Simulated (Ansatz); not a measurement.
This script makes a fixed-spin-moment curve of NiRh, space group R-3m with the Ansatz DFT code, driven from Python.

`nirh_fsm.py`:
```python
import ansatz as az
import pandas as pd

system = (
    az.Lattice.of((1.31412834, 0.75871235, 4.11170641), (-1.31412834, 0.75871235, 4.11170641), (0.0, -1.5174247, 4.11170641))
    .atom("Ni", (0.0, 0.0, 0.0))
    .atom("Rh", (0.5, 0.5, 0.5))
)

base = (
    system.calculation()
    .functional("pbesol", dispersion="D3(BJ)")
    .pseudopotentials("paw")
    .basis(320, density_ratio=6)
    .kpoints(6)
    .occupations("methfessel_paxton", width=0.02)
    .mixing("msr1", beta=0.3)
)
rows = []
for total in [0.0, 0.3, 0.6, 0.9, 1.2, 1.5, 1.8]:
    rep = base.spin("collinear", total=total, lock="hard").run(threads=1, backend="cpu").report
    up, down = rep["spin_fermi_energies_ev"]
    rows.append((total, rep["free_energy_ev"], up - down, rep["absolute_magnetization_mub"]))
reference = rows[0][1]
rows = [(m, 1000 * (e - reference), split, size) for m, e, split, size in rows]
print(pd.DataFrame(rows, columns=["total muB", "F - F(0) meV", "EF up - down eV", "absolute muB"]).round(4).to_string(index=False))
best = min(rows, key=lambda row: row[1])
print(f"lowest at {best[0]} muB per cell, {best[1]:.1f} meV against the first point")
```

At which total moment is the energy lowest, and how steeply does it rise?

The lowest point lies at 1.5 μB a cell, 10.9 meV below the point at 0 μB; at 1.8 μB the energy is 15 meV above the lowest.

What the script printed:

```console
$ python nirh_fsm.py
DeckWarning: basis.ecutwfc = 320 eV is below the records' recommended 420 eV, and the density's cutoff is lower with it unless basis.ecutrho_ratio is high enough to keep the records' density cutoff: compare with a run at a higher cutoff
RunWarning: this spin-polarised run has no starting moment large enough to seed its density, and nothing else in its deck makes the two spin channels differ, so an SCF from that start keeps the magnetisation at zero until it first converges, unless a state [...]
 total muB  F - F(0) meV  EF up - down eV  absolute muB
       0.0        0.0000           0.0000        0.0000
       0.3       -4.1466          -0.0066        0.3270
       0.6       -5.9891          -0.0246        0.6484
       0.9       -6.6109          -0.0271        0.9677
       1.2       -8.1365          -0.0180        1.2674
       1.5      -10.8520           0.0215        1.5647
       1.8        3.8073           0.1546        1.8694
lowest at 1.5 muB per cell, -10.9 meV against the first point
```
(Warnings from the package without file and line, shortened.)

What to keep in mind:
- These settings explore the input space; cutoff and mesh may be short of convergence.
- The cutoff lies under the one recommended for these potentials.
- Dispersion corrections can be off by several per cent in the lattices of metals, and by several GPa in the pressure at a fixed cell.
- For a metal this mesh is far too coarse, so the numbers only illustrate the procedure.
- The structure comes from a database of computed cells and needn't be a stable or known phase.
- Only points where the Fermi levels of the two spins meet (minima, maxima and zero moment) are free solutions; a shallow minimum can lie between the points.
- Wall time of the script: 23 s on 1 thread of Arm Neoverse V2, on a shared host, peak memory 0.43 GiB.

(Lines on the test bed's own set-up are left out of the output.)
